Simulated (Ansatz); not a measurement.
# TeRu: the cost of one run

Method: DFT, PBEsol, spin-orbit coupling, plane waves, PAW, in Ansatz 0.2.0.

### 1 The structure

The structure is tetragonal, space group P4/mmm (No. 123). The conventional cell has a = 3.514 Å, b = 3.514 Å, c = 3.921 Å, α = 90.00°, β = 90.00°, γ = 90.00°. Te (site symmetry 4/mmm) has 8 Ru at 3.16 Å as nearest neighbours. Ru (site symmetry 4/mmm) has 8 Te at 3.16 Å and 4 Ru at 3.51 Å as nearest neighbours.

In its conventional cell, by symmetry (the run takes the cell typed in the input):

```cif
data_structure
_symmetry_space_group_name_H-M 'P4/mmm'
_symmetry_Int_Tables_number 123
_cell_length_a 3.5137
_cell_length_b 3.5137
_cell_length_c 3.9209
_cell_angle_alpha 90.000
_cell_angle_beta 90.000
_cell_angle_gamma 90.000
_cell_volume 48.41
loop_
_atom_site_label
_atom_site_type_symbol
_atom_site_symmetry_multiplicity
_atom_site_Wyckoff_symbol
_atom_site_fract_x
_atom_site_fract_y
_atom_site_fract_z
_atom_site_occupancy
Te1 Te 1 d 0.50000 0.50000 0.50000 1
Ru1 Ru 1 a 0.00000 0.00000 0.00000 1
```

It starts from an earlier solution of the starting cell (checkpoint.read).

### 2 The walk to rest

Contents of input.yaml:

```yaml
crystal:
  lattice:
    - [3.51365652, 0.0, 0.0]
    - [0.0, 3.51365652, 0.0]
    - [0.0, 0.0, 3.92086873]
  atoms:
    - { symbol: Te, position: [0.5, 0.5, 0.5] }
    - { symbol: Ru, position: [0.0, 0.0, 0.0], spin: 2, spin_axis: [0.0, 0.0, 1.0] }
kpoints:
  mp_grid: { grid: [6, 6, 6], shift: [0, 0, 0] }
magnetization:
  noncollinear: true
  spin_orbit: true
scf:
  occupations: { method: fermi_dirac }
  lower_state_search: "off"
hamiltonian:
  pseudopotentials: { kind: paw_fr }
  xc: pbesol
basis:
  ecutwfc: 420
  fft_grid_basis: typed
relax:
  max_steps: 40
  cell: { p_target: 0.0 }
output:
  forces: true
  stress: true
  eigenvalues: true
  bader: true
  populations: true
  elf: true
  write_potential: true
  volumetric_format: npy
  dos:
    e_range: [-12, 8]
    de: 0.05
    projected: { site_lists: { Ru: [Ru], Te: [Te] } }
    method: { smearing: { sigma: 0.1, scheme: gaussian } }
checkpoint:
  read: saved_state
```

Run with:

```console
> ansatz run input.yaml --threads 2 --pin off --max-ram 3584MiB --backend cpu --events-out ev --progress --plain --runs-dir out
```

Q: Estimate wall time and peak memory on 2 threads of Arm Neoverse V2, shared host.

About 3.4 min, with a peak of 0.58 GiB.
